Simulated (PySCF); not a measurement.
# TeS₃: singlet, from a PBE0 minimum start

Where does singlet TeS₃ go from a PBE0 minimum start, is the end point a minimum, and what are its modes, charges and moments?

The runs use PySCF 2.14.0; PBE0, basis Te def2-SVP with ECP28, S def2-SVP, scalar-relativistic core potentials, no spin–orbit coupling, density fitting.

### Step 1. The system as given

4 atoms, charge 0, spin multiplicity 1.

Bond lengths: Te1–S2 2.472 Å, Te1–S3 2.222 Å, Te1–S4 2.472 Å, S2–S4 2.137 Å. Angles: S2–Te1–S3 112.4°, S2–Te1–S4 51.2°, S3–Te1–S4 112.4°, Te1–S2–S4 64.4°, Te1–S4–S2 64.4°.

Coordinates in bohr (charge 0 multiplicity 1):
```
Te   -0.2202    0.3683   -0.9964
S     3.2536   -1.4465    1.5459
S    -2.1741    3.5160    0.9805
S    -0.1848   -3.5660    1.5223
```

### Step 2. First SCF at the start

The steps below are one call of a driver around PySCF. For each, scf.py gives the equivalent set-up of the SCF; relaxations use the driver's own optimiser. After this first run the driver tries any further starts and a stability analysis.

scf.py

```python
from pyscf import gto, scf, dft
mol = gto.M(atom='''
Te    -0.116521     0.194899    -0.527296
S      1.721731    -0.765429     0.818045
S     -1.150491     1.860583     0.518871
S     -0.097802    -1.887052     0.805549''',
    basis={'Te': 'def2-SVP', 'S': 'def2-SVP'},
    ecp={'Te': 'def2-SVP'},
    charge=0, spin=0)
mf = dft.RKS(mol, xc='PBE0')
mf.grids.atom_grid = (50, 194)
aux = {'Te': 'def2-universal-JKFIT', 'S': 'def2-universal-JKFIT'}
mf = mf.density_fit(auxbasis=aux)
mf.conv_tol = 1e-08
mf.diis_space = 10
mf.max_cycle = 60
mf.init_guess = 'minao'
mf.verbose = 4
mf.kernel()
```

The run is started by

```console
> OMP_NUM_THREADS=2 python axn.py task.json out
```

Further steps of the session: PBE0 minimum start, singlet: relaxation; Hessian and properties.

**Question.** What will these runs give? Wanted: minimum; geometry; wavenumbers; dipole moment; highest occupied, lowest empty level; polar-tensor charge of Te1; zero-point energy; atomisation energy.

**Answer**, as computed:

| quantity | value |
| --- | --- |
| minimum | singlet, Cs |
| geometry | S–S 2.137 Å, Te–S 2.222 Å, Te–S 2.472 Å (×2); S–S–Te 64.4° (×2), S–Te–S 51.2°, S–Te–S 112.4° (×2) |
| wavenumbers (cm⁻¹) | 126 (a''), 138 (a'), 283 (a''), 294 (a'), 494 (a'), 505 (a') |
| dipole moment | 2.54 D |
| highest occupied, lowest empty level | -6.58, -3.30 eV |
| polar-tensor charge of Te1 | +0.99 e |
| zero-point energy | 11.0 kJ/mol |
| entropy at 298.15 K | 337.9 J/(mol K) |
| atomisation energy (no zero-point energy) | 807 kJ/mol |

**Reading.** The molecule stays Cs, as typed, and the end point is a minimum. In the infrared the band at 494 cm⁻¹ (a') leads. Only this shape and spin were tried, so other structures or states may lie lower. Spin–orbit coupling is left out.
